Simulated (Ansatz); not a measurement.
**ClH6MgNSi: search for a transition state**

Is there a first-order saddle for this four-centre ligand exchange, which should form Mg1–Si5, N2–H4 and break Mg1–N2, H4–Si5, and which two structures does it connect?

Method: PBE0-D4, def2-SVP first, then def2-TZVP; program: Ansatz 0.2.0, Gaussian basis.

152 further runs of the same task are left out: 152 set aside as unsound or not needed.

### 1 The starting structure

The guess: 10 atoms, charge 0, spin multiplicity 1.

Atoms are counted from 1 here; the program's logs count them from 0.

Bond lengths: Mg1–N2 1.955 Å, Mg1–Cl3 2.139 Å, Mg1–H4 1.985 Å, Mg1–Si5 2.807 Å, N2–H6 1.018 Å, N2–H7 1.018 Å, Si5–H8 1.474 Å, Si5–H9 1.475 Å, Si5–H10 1.475 Å. Angles: N2–Mg1–Cl3 161.0°, N2–Mg1–H4 43.0°, N2–Mg1–Si5 81.1°, Cl3–Mg1–H4 155.9°, Cl3–Mg1–Si5 117.8°, H4–Mg1–Si5 38.1°, Mg1–N2–H6 126.3°, Mg1–N2–H7 125.1°, H6–N2–H7 104.7°, Mg1–Si5–H8 136.1°, Mg1–Si5–H9 90.6°, Mg1–Si5–H10 108.4°, H8–Si5–H9 104.7°, H8–Si5–H10 105.9°, H9–Si5–H10 107.2°.

Geometry (Å):

```xyz
10
charge 0, multiplicity 1
Mg   -0.88990    0.03070   -1.22410
N     1.05600    0.08610   -1.40600
Cl   -2.96950    0.05360   -1.72300
H     0.68270   -0.00720   -0.01410
Si   -0.19770   -0.08830    1.49340
H     1.65690   -0.68340   -1.69450
H     1.60290    0.92470   -1.59060
H     0.83300   -0.76940    2.29790
H    -1.44700   -0.81210    1.79540
H    -0.32730    1.26540    2.06560
```

Distances that are to change: Mg1–Si5 2.81 Å, N2–H4 1.44 Å, Mg1–N2 1.96 Å, H4–Si5 1.75 Å.

### 2 Relaxing the guess with the reacting distances held

hold/in.yaml reads:

```yaml
crystal:
  periodic: [false, false, false]
  atoms:
    - {symbol: Mg, position_ang: [-0.889900, 0.030700, -1.224100]}
    - {symbol: N, position_ang: [1.056000, 0.086100, -1.406000]}
    - {symbol: Cl, position_ang: [-2.969500, 0.053600, -1.723000]}
    - {symbol: H, position_ang: [0.682700, -0.007200, -0.014100]}
    - {symbol: Si, position_ang: [-0.197700, -0.088300, 1.493400]}
    - {symbol: H, position_ang: [1.656900, -0.683400, -1.694500]}
    - {symbol: H, position_ang: [1.602900, 0.924700, -1.590600]}
    - {symbol: H, position_ang: [0.833000, -0.769400, 2.297900]}
    - {symbol: H, position_ang: [-1.447000, -0.812100, 1.795400]}
    - {symbol: H, position_ang: [-0.327300, 1.265400, 2.065600]}
basis:
  gaussian: {orbitals: def2-SVP}
hamiltonian: {xc: pbe0, dispersion: d4}
relax: {f_tol: 0.04, max_steps: 150, escape_saddle: false, constraints: [{distance: [0, 4]}, {distance: [1, 3]}, {distance: [0, 1]}, {distance: [3, 4]}]}
```

Started as:

```console
$ ansatz run in.yaml --threads 4 --pin off --events-out ev --progress --plain --max-ram 9574MiB
```

After this run come: Force constants to start from; Saddle search in the small basis; Saddle search in triple zeta; Vibrations at the point found; Relaxing after a step of 0.30 Å one way along the mode; Relaxing after a step of 0.30 Å the other way along the mode.

What does the calculation give? Wanted: imaginary mode; barrier from the start side; barrier from the end side; energy of the step; pairs that change; zero-point energy at the saddle.

The runs gave:

| quantity | value |
| --- | --- |
| imaginary mode | 1164i cm⁻¹ |
| barrier from the start side | 0.856 eV |
| barrier from the end side | 1.588 eV |
| energy of the step | -0.732 eV |
| pairs that change | Mg1–Si5 formed, N2–H4 formed, Mg1–N2 loosened, H4–Si5 broken |
| zero-point energy at the saddle | 1.512 eV |

The point has a single imaginary mode (1164i cm⁻¹), as a transition state must. Going downhill both ways gives the intended start and end. A bond meant to break is only loosened at the end: the products stay bound as an adduct. At PBE0-D4/def2-TZVP the electronic barrier is 0.856 eV, about 33 kT at 298 K, and the step runs 0.732 eV downhill. With so stiff a mode tunnelling counts: Wigner's rough correction is a factor of 2.3 at 298 K. Lower complexes than these ends may exist.
